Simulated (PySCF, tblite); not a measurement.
# Cl3GeH4PSi, a small molecule taken as a stand-in for a surface group (Ge site with back bonds Cl, Cl, [PH][SiH3]): NMR shifts, core binding energies and electronic excitations, part 2 of 2

tblite 0.8.0 and PySCF 2.14.0. Atoms count from 0, parts from 1. Earlier steps stand in the parts before.

## 5. X-ray photoelectron lines: SCAN, X2C

The job: settings as JSON, then the geometry in Å.

```
{"job": {"kind": "xps", "holes": 5}, "charge": 0, "multiplicity": 1}
Ge    -0.783939    -0.605743    -1.293539
Cl     0.637123    -2.219660    -1.230450
Cl    -1.522678    -0.451528    -3.299253
P      0.256447     1.325276    -0.612826
Si     1.069121     0.436721     1.325955
Cl    -2.449238    -1.176847    -0.059737
H     -0.949931     1.816353    -0.023624
H      0.162743    -0.587682     1.919253
H      1.221389     1.590869     2.259375
H      2.399966    -0.153626     1.016611
```

With the program's defaults for keys left out, this is: delta-SCF UKS SCAN, pcX-2 on the ionised atom, pcseg-1 elsewhere, spin-free X2C.

What it wrote:

```text
ground state, core basis on atom 1 (Cl), 179 functions
  cycle   1  E = -4113.23323927  |g| = 4.84e-01
  cycle   2  E = -4113.11920064  |g| = 8.06e-01
  cycle   3  E = -4113.29642641  |g| = 9.57e-02
  cycle   4  E = -4113.29895850  |g| = 3.26e-02
  cycle   5  E = -4113.29929111  |g| = 7.31e-03
  cycle   6  E = -4113.29931412  |g| = 3.50e-03
  cycle   7  E = -4113.29931762  |g| = 9.35e-04
  cycle   8  E = -4113.29931479  |g| = 2.81e-04
  E(ground) = -4113.48072230 Eh
hole in Cl 2p of atom 1
  cycle   1  E = -4105.21811664  |g| = 1.71e+00
  cycle   2  E = -4104.96160151  |g| = 1.40e+00
  cycle   3  E = -4105.52959924  |g| = 4.84e-01
  cycle   4  E = -4105.67174703  |g| = 2.20e-01
  cycle   5  E = -4105.70005515  |g| = 6.76e-02
  cycle   6  E = -4105.70244850  |g| = 1.95e-02
  cycle   7  E = -4105.70267445  |g| = 8.00e-03
  cycle   8  E = -4105.70272210  |g| = 2.70e-03
  cycle   9  E = -4105.70272869  |g| = 4.66e-04
  E(ion) = -4105.89158531 Eh   <S^2> = 0.7524   hole on atom = 1.001   binding energy = 206.511 eV
  2p3/2 = 205.925 eV   2p1/2 = 207.579 eV
ground state, core basis on atom 2 (Cl), 179 functions
  cycle   1  E = -4113.29879058  |g| = 4.85e-01
  cycle   2  E = -4113.29888823  |g| = 4.92e-02
  cycle   3  E = -4113.29859751  |g| = 4.95e-02
  cycle   4  E = -4113.29915541  |g| = 1.41e-02
  cycle   5  E = -4113.29921871  |g| = 2.76e-03
  cycle   6  E = -4113.29922339  |g| = 6.91e-04
  cycle   7  E = -4113.29922137  |g| = 1.02e-04
  E(ground) = -4113.48098419 Eh
hole in Cl 2p of atom 2
  cycle   1  E = -4105.21849691  |g| = 1.71e+00
  cycle   2  E = -4104.98912962  |g| = 1.39e+00
  cycle   3  E = -4105.55568335  |g| = 4.47e-01
  cycle   4  E = -4105.67075975  |g| = 2.29e-01
  cycle   5  E = -4105.70074720  |g| = 6.68e-02
  cycle   6  E = -4105.70314753  |g| = 1.82e-02
  cycle   7  E = -4105.70334436  |g| = 7.02e-03
  cycle   8  E = -4105.70337770  |g| = 3.03e-03
  cycle   9  E = -4105.70337966  |g| = 4.64e-04
  E(ion) = -4105.89302079 Eh   <S^2> = 0.7523   hole on atom = 1.001   binding energy = 206.479 eV
  2p3/2 = 205.888 eV   2p1/2 = 207.542 eV
ground state, core basis on atom 3 (P), 179 functions
  cycle   1  E = -4113.22675506  |g| = 3.40e-01
  cycle   2  E = -4113.22628030  |g| = 5.04e-02
  cycle   3  E = -4113.22478933  |g| = 8.32e-02
  cycle   4  E = -4113.22722631  |g| = 5.13e-03
  cycle   5  E = -4113.22722863  |g| = 2.07e-03
  cycle   6  E = -4113.22722789  |g| = 4.32e-04
  E(ground) = -4113.39479884 Eh
hole in P 2p of atom 3
  cycle   1  E = -4107.76795816  |g| = 1.39e+00
  cycle   2  E = -4105.41020757  |g| = 1.99e+00
  cycle   3  E = -4107.65667813  |g| = 7.77e-01
  cycle   4  E = -4108.17563925  |g| = 1.19e-01
  cycle   5  E = -4108.18043571  |g| = 4.95e-02
  cycle   6  E = -4108.18154069  |g| = 2.85e-02
  cycle   7  E = -4108.18204080  |g| = 1.01e-02
  cycle   8  E = -4108.18210579  |g| = 3.51e-03
  cycle   9  E = -4108.18211760  |g| = 8.38e-04
  cycle  10  E = -4108.18211749  |g| = 7.20e-04
  cycle  11  E = -4108.18211550  |g| = 2.42e-04
  E(ion) = -4108.35811685 Eh   <S^2> = 0.7541   hole on atom = 1.002   binding energy = 137.055 eV
  2p3/2 = 136.816 eV   2p1/2 = 137.706 eV
ground state, core basis on atom 4 (Si), 179 functions
  cycle   1  E = -4113.20528231  |g| = 2.89e-01
  cycle   2  E = -4113.20450233  |g| = 6.40e-02
  cycle   3  E = -4113.20284892  |g| = 8.69e-02
  cycle   4  E = -4113.20591765  |g| = 8.73e-03
  cycle   5  E = -4113.20593758  |g| = 1.77e-03
  cycle   6  E = -4113.20593622  |g| = 3.32e-04
  E(ground) = -4113.36193192 Eh
hole in Si 2p of atom 4
  cycle   1  E = -4108.90580538  |g| = 1.23e+00
  cycle   2  E = -4108.48483100  |g| = 1.27e+00
  cycle   3  E = -4109.13938800  |g| = 3.51e-01
  cycle   4  E = -4109.23026780  |g| = 1.30e-01
  cycle   5  E = -4109.24032373  |g| = 5.90e-02
  cycle   6  E = -4109.24291459  |g| = 1.28e-02
  cycle   7  E = -4109.24302809  |g| = 4.12e-03
  cycle   8  E = -4109.24303979  |g| = 1.94e-03
  cycle   9  E = -4109.24304182  |g| = 7.80e-04
  cycle  10  E = -4109.24304019  |g| = 3.67e-04
  E(ion) = -4109.40969008 Eh   <S^2> = 0.7538   hole on atom = 1.002   binding energy = 107.546 eV
  2p3/2 = 107.312 eV   2p1/2 = 107.935 eV
ground state, core basis on atom 5 (Cl), 179 functions
  cycle   1  E = -4113.29900113  |g| = 4.86e-01
  cycle   2  E = -4113.29908917  |g| = 5.08e-02
  cycle   3  E = -4113.29875994  |g| = 5.16e-02
  cycle   4  E = -4113.29939373  |g| = 1.45e-02
  cycle   5  E = -4113.29945900  |g| = 2.78e-03
  cycle   6  E = -4113.29946085  |g| = 4.12e-04
  E(ground) = -4113.48074495 Eh
hole in Cl 2p of atom 5
  cycle   1  E = -4105.21976007  |g| = 1.71e+00
  cycle   2  E = -4104.94133690  |g| = 1.41e+00
  cycle   3  E = -4105.48854145  |g| = 5.34e-01
  cycle   4  E = -4105.67344218  |g| = 2.18e-01
  cycle   5  E = -4105.70302049  |g| = 6.10e-02
  cycle   6  E = -4105.70485295  |g| = 1.97e-02
  cycle   7  E = -4105.70509018  |g| = 6.82e-03
  cycle   8  E = -4105.70511937  |g| = 2.86e-03
  cycle   9  E = -4105.70512531  |g| = 4.59e-04
  E(ion) = -4105.89414550 Eh   <S^2> = 0.7525   hole on atom = 1.001   binding energy = 206.442 eV
  2p3/2 = 205.856 eV   2p1/2 = 207.509 eV
```

Wall time 67 s (1 thread of Arm Neoverse N1, shared host); peak memory 0.64 GiB.

The holes in one table. −ε is the ground-state orbital energy:

```
       hole  stands for                     environment  ΔSCF (eV; 2p as the shell's mean)  −ε (eV)   ⟨S²⟩
Cl2p on Cl1         Cl1           chlorine bonded to Ge                             206.48    193.9  0.752
Cl2p on Cl2         Cl2           chlorine bonded to Ge                             206.44    193.9  0.752
  P2p on P3          P3  phosphorus bonded to Ge, Si, H                             137.11    126.7  0.754
Si2p on Si4         Si4        silicon bonded to P, 3 H                             107.52     97.1  0.754
Cl2p on Cl5         Cl5           chlorine bonded to Ge                             206.41    193.8  0.752
```

With the spin-orbit splitting: Cl1 2p3/2 205.93, 2p1/2 207.58 eV; Cl2 2p3/2 205.89, 2p1/2 207.54 eV; P3 2p3/2 136.82, 2p1/2 137.71 eV; Si4 2p3/2 107.31, 2p1/2 107.94 eV; Cl5 2p3/2 205.86, 2p1/2 207.51 eV. The table gives each 2p level as the mean over the whole 2p shell (two parts 2p3/2, one part 2p1/2), which differs a little from the single hole in the log.

## 6. TDDFT and polarisability: CAM-B3LYP/def2-SVPD

Settings changed since step 5:

```diff
@@ -1,2 +1,2 @@
-{"job": {"kind": "xps", "holes": 5}, "charge": 0, "multiplicity": 1}
+{"job": {"kind": "uv", "xc": "CAM-B3LYP", "basis": "def2-SVPD", "nstates": 6, "ntriplets": 2, "ip": true}, "charge": 0, "multiplicity": 1}
 Ge    -0.783939    -0.605743    -1.293539
```

Level: TDDFT CAM-B3LYP/def2-SVPD, vertical, gas phase, core orbitals frozen in the response.

What it wrote:

```text
coarse grid: 49080 points
cycle   1  E = -4090.1929711081  dE = -2.757e-01  |g| = 6.698e-01  |ddm| = 3.695e+00
cycle   2  E = -4090.1594134270  dE =  3.356e-02  |g| = 8.401e-01  |ddm| = 1.851e+00
cycle   3  E = -4090.2963960760  dE = -1.370e-01  |g| = 3.144e-02  |ddm| = 9.902e-01
cycle   4  E = -4090.2967604215  dE = -3.643e-04  |g| = 1.541e-02  |ddm| = 9.622e-02
cycle   5  E = -4090.2968529159  dE = -9.249e-05  |g| = 2.810e-03  |ddm| = 3.480e-02
cycle   6  E = -4090.2968566682  dE = -3.752e-06  |g| = 8.240e-04  |ddm| = 7.987e-03
final grid: 93616 points
cycle   7  E = -4090.2967997172  dE = -2.259e-07  |g| = 6.014e-04  |ddm| = 3.521e-03
cycle   8  E = -4090.2967997665  dE = -4.922e-08  |g| = 4.897e-04  |ddm| = 2.060e-03
cycle   9  E = -4090.2967998427  dE = -7.623e-08  |g| = 3.589e-05  |ddm| = 9.462e-04
cycle  10  E = -4090.2967998435  dE = -7.922e-10  |g| = 1.717e-05  |ddm| = 1.159e-04
converged SCF energy = -4090.2967998435

Static polarisability (au): isotropic 126.722, principal 113.324 119.638 147.203

Singlet excitations
state   eV       nm        f      main configurations
  1   5.3397    232.2   0.05972   H->L 0.90
  2   6.1644    201.1   0.14051   H-1->L 0.83
  3   6.2309    199.0   0.00759   H-2->L 0.90
  4   6.3689    194.7   0.01123   H->L+1 0.70, H-3->L 0.11
  5   6.4895    191.1   0.01637   H-3->L 0.69, H-4->L 0.13
  6   6.5948    188.0   0.01423   H-4->L 0.67, H->L+1 0.13

Triplet excitations (Tamm-Dancoff, eV): 4.5633 5.4860
Vertical ionisation energy (delta-SCF) = 10.1116 eV
Vertical electron affinity (delta-SCF) = 0.5052 eV
```

It took 6.7 min on 1 thread of Arm Neoverse N1, shared host; peak memory 1.1 GiB.

Frontier orbitals and where they lie:

```
orbital      eV                         atoms
 HOMO−3  -10.87  Cl5 44 %, Cl1 38 %, Cl2 11 %
 HOMO−2  -10.65  Cl5 38 %, Cl2 35 %, Cl1 27 %
 HOMO−1  -10.31   Cl2 29 %, P3 28 %, Si4 13 %
   HOMO   -9.50   P3 59 %, Si4 10 %, Cl5 10 %
   LUMO   -1.07   P3 24 %, Ge0 19 %, Cl5 18 %
 LUMO+1    0.21   P3 23 %, Ge0 18 %, Si4 17 %
 LUMO+2    0.40   Ge0 20 %, P3 20 %, Si4 16 %
```

With each of the 6 states as a Gaussian band of 0.4 eV half-width at 1/e, the curve within the window shown has maxima at 231 nm (ε 2,500), 200 nm (ε 7,000) L/(mol cm). Beyond the last state computed it falls off for lack of states. The curve at chosen wavelengths:

(nm, ε (L/mol/cm)): (180, 869), (183, 1581), (186, 2576), (190, 4228), (193, 5481), (196, 6464), (199, 6942), (203, 6645), (206, 5855), (209, 4839), (212, 3855), (216, 2897), (219, 2522), (222, 2397), (225, 2423), (229, 2509), (232, 2509), (235, 2409), (238, 2209), (242, 1830), (245, 1508), (248, 1192), (251, 905), (255, 593), (258, 416), (261, 283)

Ground-state properties from the same run:

```
           property  computed
  dipole moment (D)      2.73
polarisability (Å³)     18.78
 HOMO–LUMO gap (eV)      8.43
      −ε(HOMO) (eV)      9.50
```

## 7. What came out

What follows sums up all 2 parts.

| quantity | value |
| --- | --- |
| point group | C1 |
| rotational constants (main isotopes) | 1.16, 0.67, 0.66 GHz |
| ¹H shifts against TMS (PBE0/pcSseg-1) | 4.56, 4.23, 4.18, 2.28 ppm |
| ⁷³Ge shifts against GeMe4 (PBE0/pcSseg-1) | 192 ppm |
| ³⁵Cl shifts against HCl (PBE0/pcSseg-1) | 218, 214, 193 ppm |
| ³¹P shifts against H3PO4 (PBE0/pcSseg-1) | -210.0 ppm |
| ²⁹Si shifts against TMS (PBE0/pcSseg-1) | -72.9 ppm |
| surface potential, 1st and 99th percentile | -0.41 V and 1.40 V |
| Cl2p binding energies, SCAN/pcX-2 | Cl1 206.48, Cl2 206.44, Cl5 206.41 eV |
| P2p binding energies, SCAN/pcX-2 | P3 137.11 eV |
| Si2p binding energies, SCAN/pcX-2 | Si4 107.52 eV |
| lowest singlet (CAM-B3LYP/def2-SVPD) | 5.34 eV (232 nm), f = 0.060 |
| brightest single state of those computed | state 2, 6.16 eV, f = 0.141 |
| lowest triplet | 4.56 eV |
| vertical ionisation energy (ΔSCF) | 10.11 eV |
| vertical electron affinity (ΔSCF) | 0.51 eV |

What this shows: Relaxing lowered the energy by 0.131 eV in 10 steps; the close pair that moved most is Ge0–P3, from 2.384 to 2.297 Å (PBE0/def2-SVP). At PBE0/pcSseg-1: Shielding is most anisotropic at Cl5 (span 388 ppm, paramagnetic term -419 ppm). By nearest atom (PBE0/pcSseg-1), the HOMO sits on P3 60 %; Cl5 10 % and the LUMO on Ge0 29 %; P3 23 %. The Cl2p levels computed lie within 0.07 eV of one another, too close to rank. The first singlet state (HOMO→LUMO 0.90) lies at 5.34 eV and is bright; of the 6 states computed, the strongest absorption comes from state 2 at 6.16 eV. The lowest triplet lies 0.78 eV below the lowest singlet (triplets in Tamm-Dancoff, singlets in full TDDFT). The orbital energy would give 9.50 eV for ionisation, ΔSCF gives 10.11 eV. Spin-orbit coupling is left out, which matters for shieldings and couplings at and beside the heavy atoms.
